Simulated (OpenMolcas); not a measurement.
**Ru⁵⁺ among point charges: CASSCF and CASPT2 levels and susceptibility**

Aim: the splitting of the states of Ru⁵⁺ in the field of 4 point charges, its lowest levels with spin-orbit coupling and its magnetic susceptibility.

Program: OpenMolcas 26.06. Level of theory: state-averaged CASSCF and CASPT2, spin-orbit coupling by RASSI with atomic mean-field integrals. These are calculated values, not measurements, unless marked.

## 1. The system

* Species: Ru⁵⁺ (ruthenium, Z = 44, 39 electrons)
* Basis: ANO-RCC-VDZP [6s5p3d1f], 43 functions
* Scalar Hamiltonian: DKH2, point nucleus
* Inactive shells: 1s 2s 2p 3s 3p 3d 4s 4p
* Active space: 3 electrons in 5 orbitals (4d)
* Some configurations of this space: 4d³
* Orbitals: optimised for each spin and parity, averaged over all roots

The outer shells:

4d3
```
4d [↑ ][↑ ][↑ ][  ][  ]
```

The ion sits among 4 point charges of -0.98 e arranged as a tetrahedron (Td), 1.99 Å from the ion.

Each step is its own input file, run in one work folder so that later steps find the files of earlier ones. Labels, J, g values, rates, χT and fits are worked out afterwards by a script from the matrices that RASSI stores.

## 2. GATEWAY and SEWARD: basis and integrals

The input, a.inp:

```
&GATEWAY
Coord
1

Ru 0.0 0.0 0.0
Basis=ANO-RCC-VDZP
Group=NoSym
NoMove
AngMom=0.0 0.0 0.0
AMFI
XField
4 Angstrom 0
1.148927 1.148927 1.148927 -0.980000
1.148927 -1.148927 -1.148927 -0.980000
-1.148927 1.148927 -1.148927 -0.980000
-1.148927 -1.148927 1.148927 -0.980000
&SEWARD
```

Command:

```console
$ OMP_NUM_THREADS=1 MOLCAS_MEM=1689 MOLCAS_PROJECT=a pymolcas a.inp > a.log
```

## 3. CASSCF: quartets, 10 roots

The input, a.inp:

```
&RASSCF
FileOrb=start.orb
Symmetry=1
Spin=4
nActEl=3 0 0
Inactive=18
Ras2=5
CIRoot=10 10 1
SDav=10
CIMx=300
Iter=120 100
PrWF=0.3
OrbListing=Nothing
MaxOrb=0
>>> COPY $Project.JobIph JOB001
```

start.orb holds the contracted functions of the basis, ordered by shell, or the orbitals of the step before.

## 4. CASSCF: doublets, 40 roots

The input, a.inp:

```
&RASSCF
FileOrb=start.orb
Symmetry=1
Spin=2
nActEl=3 0 0
Inactive=18
Ras2=5
CIRoot=40 40 1
SDav=40
CIMx=300
Iter=120 100
PrWF=0.3
OrbListing=Nothing
MaxOrb=0
>>> COPY $Project.JobIph JOB002
```

## 5. RASSI: spin-orbit coupling between the states

The input, a.inp:

```
&RASSI
NrOfJobIphs=2 10 40
1 2 3 4 5 6 7 8 9 10
1 2 3 4 5 6 7 8 9 10 11 12 13 14 15 16 17 18 19 20 21 22 23 24 25 26 27
28 29 30 31 32 33 34 35 36 37 38 39 40
IphNames
JOB001
JOB002
EJob
SpinOrbit
DIPRint=1.0
SOCoupling=1000.0
Subsets=2
Property=9
'ANGMOM' 1 'ANGMOM' 2 'ANGMOM' 3 'MLTPL  1' 1 'MLTPL  1' 2 'MLTPL  1' 3
'AMFI' 1 'AMFI' 2 'AMFI' 3
SOProperty=3
'ANGMOM' 1 'ANGMOM' 2 'ANGMOM' 3
```

## 6. CASPT2: IPEA 0.25, imaginary shift 0.1 (closed shells correlated: 4s 4p)

The input, a.inp:

```
>>> COPY JOB001 $Project.JobIph
&CASPT2
Multistate=10 1 2 3 4 5 6 7 8 9 10
NoMult
Frozen=14
IPEA=0.25
Imaginary=0.1
MaxIter=60
WThr=0.0 0.3 0.05
PrWF=0.5
NoMix
>>> COPY JOB002 $Project.JobIph
&CASPT2
Multistate=40 1 2 3 4 5 6 7 8 9 10 11 12 13 14 15 16 17 18 19 20 21 22
23 24 25 26 27 28 29 30 31 32 33 34 35 36 37 38 39 40
NoMult
Frozen=14
IPEA=0.25
Imaginary=0.1
MaxIter=60
WThr=0.0 0.3 0.05
PrWF=0.5
NoMix
```

(Steps that only read results are left out.)

Before running it: what results should come out? Wanted: spin-free ground state; first state of the same spin within the active space; lowest level; next level.

The runs gave:

| quantity | value |
| --- | --- |
| method | SS-CASPT2, IPEA 0.25, imaginary shift 0.1 (closed shells correlated: 4s 4p) |
| spin-free ground state | 4T1, 3-fold in its orbital part |
| first state of the same spin within the active space | 4T2 at 1210 cm⁻¹ |
| lowest level | 4-fold Γ8 |
| next level | 1133.0 cm⁻¹ |
| χT at 300 K | 0.19 cm³ K/mol |
| effective moment at 300 K | 1.22 μB |

Cost by method:

```csv
method,time of its own steps,time with the reference
A. CASSCF,10 s,10 s
"B. SS-CASPT2, IPEA 0.25, imaginary shift 0.1, +4s 4p",4.5 s,15 s
```

Times are of one thread on a shared host.

The spin-free ground state (4T1) comes to 100 % from free-ion F terms and keeps the highest spin of the shell. χT at 300 K is 0.19, against 1.88 cm³ K/mol for the spin alone, so spin-orbit coupling lowers it. A ligand-field fit to the states below 45000 cm-1 gives 10Dq = -1356 cm-1, B = 863 cm-1 and C = 3778 cm-1 (C/B = 4.38), with a deviation of 448 cm-1. CASPT2 does not keep the components of a term degenerate, and the means are used. The field of point charges can differ much from that of real complexes. This is an electrostatic model: the charges have no orbitals.
